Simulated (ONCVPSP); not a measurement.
# Lithium: generating and testing an ONCV potential

Do these settings give a usable potential? It is generated, then checked for transferability, scattering, ghosts and hardness.

Method: ONCVPSP 4.0.1, PBE, non-relativistic.

### Step 1. The atom and the settings

The settings as typed:

* element: lithium (Li, Z = 3)
* type: optimised norm-conserving Vanderbilt (ONCV)
* frozen core: none
* valence charge: 3
* reference configuration: 1s2 2s1
* partial waves: 1s+2s: rc 1.30 bohr, ncon 4, nbas 7, qcut 10.7 1/bohr, 3 projectors, debl 3.5 Ha; p scattering state at 0.12 Ha: rc 1.30 bohr, ncon 4, nbas 7, qcut 6.4 1/bohr, 1 projector; d scattering state at 0.43 Ha: rc 1.20 bohr, ncon 4, nbas 8, qcut 8.1 1/bohr, 2 projectors, debl 3 Ha
* local potential: polynomial inside 0.95 bohr (lpopt 5, dvloc0 0 Ha)
* core correction: not asked for

An earlier all-electron run gives the scale for the radii.

All-electron outer shells of the reference configuration (PBE, non-relativistic, ld1.x):

| shell | level (eV) | outermost node (bohr) | outermost maximum (bohr) |
| --- | --- | --- | --- |
| 1s | -51.85 | – | 0.36 |
| 2s | -2.87 | 0.83 | 3.12 |
| 2p | -1.09 | – | 3.81 |

### Step 2. Generation

Contents of Li.dat:

```
# ATOM AND REFERENCE CONFIGURATION
# atsym  z   nc   nv     iexc    psfile
  Li 3.00    0    2        4      upf
#
#   n    l    f
    1    0    2.00
    2    0    1.00
#
# PSEUDOPOTENTIAL AND OPTIMIZATION
# lmax
    2
#
#   l,   rc,      ep,       ncon, nbas, qcut
    0    1.30    0.00    4    7   10.70
    1    1.30    0.12    4    7    6.40
    2    1.20    0.43    4    8    8.10
#
# LOCAL POTENTIAL
# lloc, lpopt,  rc(5),   dvloc0
    4    5    0.95    0.00
#
# VANDERBILT-KLEINMAN-BYLANDER PROJECTORs
# l, nproj, debl
    0    3    3.50
    1    1    0.60
    2    2    3.00
#
# MODEL CORE CHARGE
# icmod, fcfact, rcfact
    0    0.00    0.00
#
# LOG DERIVATIVE ANALYSIS
# epsh1, epsh2, depsh
   -3.00    5.00    0.02
#
# OUTPUT GRID
# rlmax, drl
    6.00    0.01
#
# TEST CONFIGURATIONS
# ncnf
    4
# nvcnf
#   n    l    f
    2
    1    0    2.00
    2    0    0.00
#
    2
    1    0    2.00
    2    0    0.50
#
    3
    1    0    2.00
    2    0    0.00
    2    1    1.00
#
    2
    1    0    1.00
    2    0    1.00
#
```

On the command line:

```sh
oncvpspnr.x < Li.dat > Li.out
```

**Question.** What will these runs give? Wanted: cutoffs for 1 and 0.1 mHa per electron, occupied waves; bound ghosts; GHOST(+) flags; largest test error; largest phase difference near zero energy, channels read.

**Answer**, as computed:

```
                                                quantity                   value
  cutoffs for 1 and 0.1 mHa per electron, occupied waves         36 Ha and 43 Ha
                                            bound ghosts              none found
                                          GHOST(+) flags      none at low energy
                            largest test error (AE − PS)  +1116 meV, for 1s1 2s1
largest phase difference near zero energy, channels read               0.000 rad
```

By total energies transferability is poor: the largest error is 1116 meV on 68.4 eV, for 1s1 2s1. That test lies far up in energy; among those under 40 eV, nearer to bonding, the largest error is 0.5 meV. The potential is hard: the looser tolerance needs 36 Ha. At the looser tolerance the 1s wave is the slowest; 2s needs 26 Ha. It is free of bound ghosts as far as tested. Near zero energy the phases of the channels with partial waves agree within 0.001 rad. These are tests on the free atom; a crystal test is still owed.
